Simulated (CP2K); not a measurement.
Settings test, CP2K on ZnS

Simulated with CP2K 2026.2. This is a test of settings. The cell was built from a prototype and was relaxed with r2SCAN in plane waves (Ansatz 0.2.0). Not every such cell is a known phase. All runs are without spin polarisation.

Space group P6_3mc (No. 186), hexagonal; a = 3.805 Å, c = 6.244 Å in the conventional setting, 19.58 Å³ an atom. Zn is surrounded by 4 S at 2.33–2.34 Å; S is surrounded by 4 Zn at 2.33–2.34 Å.

The base run uses PBE in the DZVP-MOLOPT-SR basis.

```
&GLOBAL
 PROJECT run
 RUN_TYPE ENERGY_FORCE
 PRINT_LEVEL LOW
&END GLOBAL
&FORCE_EVAL
 METHOD QS
 STRESS_TENSOR ANALYTICAL
 &DFT
  BASIS_SET_FILE_NAME BASIS_MOLOPT
  POTENTIAL_FILE_NAME GTH_POTENTIALS
  &QS
   EXTRAPOLATION USE_GUESS
  &END QS
  &MGRID
   CUTOFF 500
   REL_CUTOFF 50
  &END MGRID
  &XC
   &XC_FUNCTIONAL PBE
   &END XC_FUNCTIONAL
  &END XC
  &KPOINTS
   SCHEME MONKHORST-PACK 5 5 3
   SYMMETRY F
   FULL_GRID F
  &END KPOINTS
  &SCF
   ADDED_MOS 10
   EPS_SCF 1e-6
   MAX_SCF 80
   &DIAGONALIZATION
   &END DIAGONALIZATION
   &MIXING
    METHOD BROYDEN_MIXING
    ALPHA 0.3
   &END MIXING
   &SMEAR
    METHOD FERMI_DIRAC
    ELECTRONIC_TEMPERATURE [K] 232
   &END SMEAR
   &PRINT
    &ITERATION_INFO
    &END ITERATION_INFO
   &END PRINT
  &END SCF
  &PRINT
   &BAND_STRUCTURE
    FILE_NAME bands.bs
    ADDED_MOS 6
    &KPOINT_SET
     UNITS B_VECTOR
     SPECIAL_POINT 0.00000000 0.00000000 0.00000000
     NPOINTS 0
    &END KPOINT_SET
    &KPOINT_SET
     UNITS B_VECTOR
     SPECIAL_POINT 0.50000000 0.00000000 0.00000000
     NPOINTS 0
    &END KPOINT_SET
    &KPOINT_SET
     UNITS B_VECTOR
     SPECIAL_POINT 0.33333333 0.33333333 0.00000000
     NPOINTS 0
    &END KPOINT_SET
    &KPOINT_SET
     UNITS B_VECTOR
     SPECIAL_POINT 0.00000000 0.00000000 0.50000000
     NPOINTS 0
    &END KPOINT_SET
    &KPOINT_SET
     UNITS B_VECTOR
     SPECIAL_POINT 0.50000000 0.00000000 0.50000000
     NPOINTS 0
    &END KPOINT_SET
    &KPOINT_SET
     UNITS B_VECTOR
     SPECIAL_POINT 0.33333333 0.33333333 0.50000000
     NPOINTS 0
    &END KPOINT_SET
   &END BAND_STRUCTURE
  &END PRINT
 &END DFT
 &SUBSYS
  &CELL
   A 3.80545086 0.00000000 0.00000000
   B -1.90272543 3.29561712 0.00000000
   C 0.00000000 0.00000000 6.24399310
  &END CELL
  &COORD
   SCALED
   Zn 0.33333333 0.66666667 0.00033813
   Zn 0.66666667 0.33333333 0.50033813
   S 0.33333333 0.66666667 0.37466187
   S 0.66666667 0.33333333 0.87466187
  &END COORD
  &KIND Zn
   BASIS_SET DZVP-MOLOPT-SR-GTH
   POTENTIAL GTH-PBE
  &END KIND
  &KIND S
   BASIS_SET DZVP-MOLOPT-SR-GTH
   POTENTIAL GTH-PBE
  &END KIND
 &END SUBSYS
 &PRINT
  &STRESS_TENSOR
  &END STRESS_TENSOR
  &FORCES
  &END FORCES
 &END PRINT
&END FORCE_EVAL
```

Command: `cp2k.psmp -i run.inp`. It took 15 s on 2 threads of AMD EPYC 9R45 96-Core Processor (Zen 5), with other jobs on the host, peak memory 0.41 GiB.

It converged with a gap of 2.19 eV and a pressure of 2.60 GPa (positive in compression). Pressures on CP2K's grid carry noise of some tenths of a GPa.

Each further run moved one setting: XC_FUNCTIONAL (functional, with the PBE potentials kept); ELECTRONIC_TEMPERATURE (smearing temperature in K); KPOINTS (Monkhorst-Pack mesh); MAX_SCF (limit on SCF cycles). Changes are from the base run, which isn't itself converged in every setting; energies of another Hamiltonian, functional, basis or charge aren't compared, and those at a high electronic temperature are mostly its entropy term. CP2K's gap is over the listed points.

| setting | how it ended | gap change (eV) | energy change (meV/atom) | pressure change (GPa) | time (s) |
| --- | --- | --- | --- | --- | --- |
| XC_FUNCTIONAL = OLYP | converged | 0.41 | – | 1.17 | 16 |
| XC_FUNCTIONAL = BLYP | converged | 0.06 | – | 4.18 | 15 |
| ELECTRONIC_TEMPERATURE = 50 | converged | 0.00 | 0.0 | 0.00 | 14 |
| KPOINTS = 2x2x2 | converged | 0.00 | -86.1 | -0.76 | 12 |
| KPOINTS = 7x7x7 | converged | 0.00 | -3.3 | -0.05 | 25 |
| MAX_SCF = 4 (poor on purpose) | not converged | – | – | – | 5.1 |

ELECTRONIC_TEMPERATURE = 50 changes nothing that matters here. With MAX_SCF = 4 the cycle ended unconverged.

The end of the log, shortened, for MAX_SCF = 4:

```
            4 scf_env_do_scf
            3 qs_energies
            2 qs_forces
            1 CP2K
--------------------------------------------------------------------------
MPI_ABORT was invoked on rank 0 in communicator MPI_COMM_WORLD
  Proc: [[1844,0],0]
  Errorcode: 1
NOTE: invoking MPI_ABORT causes Open MPI to kill all MPI processes.
You may or may not see output from other processes, depending on
exactly when Open MPI kills them.
--------------------------------------------------------------------------
```
